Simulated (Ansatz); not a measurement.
# CH6NOSi: the cost of one run

Method: RKS PBE0-D4/6-31G*, in Ansatz 0.2.0.

### Step 1. The starting structure

Bond lengths: N1–C2 1.249 Å, C2–Si3 1.923 Å, Si3–O4 1.916 Å, N1–H5 1.017 Å, C2–H6 1.094 Å, Si3–H7 1.451 Å, Si3–H8 1.455 Å, O4–H9 0.970 Å, O4–H10 0.970 Å. Angles: N1–C2–Si3 130.1°, N1–C2–H6 114.2°, Si3–C2–H6 115.6°, C2–N1–H5 119.5°, C2–Si3–O4 97.2°, C2–Si3–H7 117.0°, C2–Si3–H8 117.8°, O4–Si3–H7 95.6°, O4–Si3–H8 100.3°, H7–Si3–H8 119.8°, Si3–O4–H9 122.5°, Si3–O4–H10 123.0°, H9–O4–H10 110.7°.

Structure file:

```xyz
10

N    -0.4836    1.9463    1.3173
C     0.1781    1.1340    0.6374
Si   -0.3832   -0.0530   -0.7672
O     0.6989   -1.5521   -0.2627
H    -1.4840    2.0352    1.1565
H     1.2466    1.1177    0.8723
H     0.2283    0.1311   -2.0697
H    -1.7092   -0.6428   -0.6680
H     0.9010   -2.2776   -0.8734
H     0.8071   -1.8388    0.6576
```

### Step 2. Relaxing end A

input.yaml

```yaml
crystal:
  periodic: [false, false, false]
  atoms:
    - { symbol: "N", position_ang: [-0.48364, 1.94634, 1.31731] }
    - { symbol: C, position_ang: [0.17811, 1.13403, 0.6374] }
    - { symbol: Si, position_ang: [-0.38322, -0.05301, -0.76725] }
    - { symbol: O, position_ang: [0.69891, -1.5521, -0.26273] }
    - { symbol: H, position_ang: [-1.48402, 2.03518, 1.15655] }
    - { symbol: H, position_ang: [1.24661, 1.11768, 0.87231] }
    - { symbol: H, position_ang: [0.22835, 0.13106, -2.06973] }
    - { symbol: H, position_ang: [-1.70922, -0.64282, -0.66801] }
    - { symbol: H, position_ang: [0.90103, -2.2776, -0.87344] }
    - { symbol: H, position_ang: [0.80711, -1.83877, 0.6576] }
total_charge: 1
basis:
  gaussian: { orbitals: "6-31G*" }
hamiltonian:
  xc: pbe0
  dispersion: d4
relax:
  f_tol: 0.015
  max_steps: 40
```

On the command line:

```bash
ansatz run input.yaml --threads 1 --pin off --max-ram 2048MiB --backend cpu --events-out ev --progress --plain --runs-dir out
```

What time and memory should one allow on 1 thread of Arm Neoverse V2, shared host?

About 45 s, with a peak of 0.14 GiB.
